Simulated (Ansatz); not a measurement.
# ClH7OSi3: basis-set convergence

An exercise on one series of results from a longer session: the logs are not shown, and one member is left open.

Computed with Ansatz 0.2.0, Gaussian basis. Level: one geometry, several basis sets.

Plan: PBE0-D4/def2-SVP; ωB97M-V/def2-SVP; PBE0-D4/def2-QZVPP; ωB97M-V/def2-QZVPP; CCSD(T)/cc-pV(D+d)Z; CCSD(T)/cc-pV(T+d)Z; MP2/cc-pV(Q+d)Z; the functionals' def2-TZVPP values are taken from earlier runs.

**Structure used throughout**

An earlier PBE0-D4 in a triple-zeta def2 set relaxation fixed the geometry.

SMILES `O[Si]([SiH3])([SiH3])Cl`, 12 atoms, charge 0, spin multiplicity 1.

Atoms are counted from 1 here; the program's logs count them from 0.

Bond lengths: O1–Si2 1.646 Å, O1–H6 0.960 Å, Si2–Si3 2.347 Å, Si2–Si4 2.339 Å, Si2–Cl5 2.079 Å, Si3–H7 1.486 Å, Si3–H8 1.488 Å, Si3–H9 1.489 Å, Si4–H10 1.486 Å, Si4–H11 1.487 Å, Si4–H12 1.487 Å. Angles: Si2–O1–H6 118.0°, O1–Si2–Si3 112.2°, O1–Si2–Si4 106.5°, O1–Si2–Cl5 109.8°, Si3–Si2–Si4 115.6°, Si3–Si2–Cl5 104.9°, Si4–Si2–Cl5 107.6°, Si2–Si3–H7 109.8°, Si2–Si3–H8 110.5°, Si2–Si3–H9 109.3°, H7–Si3–H8 109.1°, H7–Si3–H9 109.3°, H8–Si3–H9 108.8°, Si2–Si4–H10 110.1°, Si2–Si4–H11 110.2°, Si2–Si4–H12 108.3°, H10–Si4–H11 109.7°, H10–Si4–H12 109.6° and more.

As a file:

| atom | x (Å) | y (Å) | z (Å) |
| --- | --- | --- | --- |
| O1 | -1.73971 | 0.61723 | -0.92510 |
| Si2 | -0.19070 | 0.49461 | -0.38189 |
| Si3 | -0.06996 | 0.48975 | 1.96166 |
| Si4 | 0.74152 | -1.36837 | -1.44649 |
| Cl5 | 0.89649 | 2.16633 | -0.97080 |
| H6 | -2.27063 | 1.35226 | -0.61116 |
| H7 | 1.35241 | 0.48949 | 2.39290 |
| H8 | -0.74815 | -0.71343 | 2.51590 |
| H9 | -0.74365 | 1.70746 | 2.49207 |
| H10 | 0.69672 | -1.18884 | -2.92080 |
| H11 | -0.00205 | -2.59981 | -1.06892 |
| H12 | 2.15463 | -1.50167 | -1.00357 |

The first run:

Contents of in.yaml:

```yaml
crystal:
  periodic: [false, false, false]
  atoms:
    - {symbol: O, position_ang: [-1.739706, 0.617225, -0.925103]}
    - {symbol: Si, position_ang: [-0.190704, 0.494613, -0.381895]}
    - {symbol: Si, position_ang: [-0.069965, 0.489749, 1.961661]}
    - {symbol: Si, position_ang: [0.741518, -1.368374, -1.446491]}
    - {symbol: Cl, position_ang: [0.896486, 2.166334, -0.970796]}
    - {symbol: H, position_ang: [-2.270629, 1.352259, -0.611159]}
    - {symbol: H, position_ang: [1.352406, 0.489491, 2.392902]}
    - {symbol: H, position_ang: [-0.748147, -0.713432, 2.515904]}
    - {symbol: H, position_ang: [-0.743654, 1.707456, 2.492069]}
    - {symbol: H, position_ang: [0.696717, -1.188842, -2.920804]}
    - {symbol: H, position_ang: [-0.002051, -2.599813, -1.068920]}
    - {symbol: H, position_ang: [2.154631, -1.501667, -1.003567]}
basis:
  gaussian: {orbitals: def2-SVP}
hamiltonian: {xc: pbe0, dispersion: d4}
output: {orbitals: {seedname: orbitals}}
```

Command:

```console
ansatz run in.yaml --threads 2 --pin off --events-out ev --progress --plain --max-ram 32768MiB --backend cpu
```

Steps of the session up to this table: PBE0-D4 in def2-SVP; ωB97M-V in def2-SVP; PBE0-D4 in def2-QZVPP; ωB97M-V in def2-QZVPP.

One of the session's tables, all rows but one given; the rest of the session is left out.

| functional | basis | HOMO (eV) |
| --- | --- | --- |
| PBE0-D4 | def2-SVP | -7.51 |
| PBE0-D4 | def2-TZVPP | -7.56 |
| PBE0-D4 | def2-QZVPP | ? |
| ωB97M-V | def2-SVP | -9.42 |
| ωB97M-V | def2-TZVPP | -9.52 |
| ωB97M-V | def2-QZVPP | -9.54 |

Estimate the missing values for PBE0-D4, def2-QZVPP.

**Answer.** HOMO (eV): -7.58. In the column «HOMO (eV)» it lies between ωB97M-V, def2-SVP (-9.42) and PBE0-D4, def2-TZVPP (-7.56).
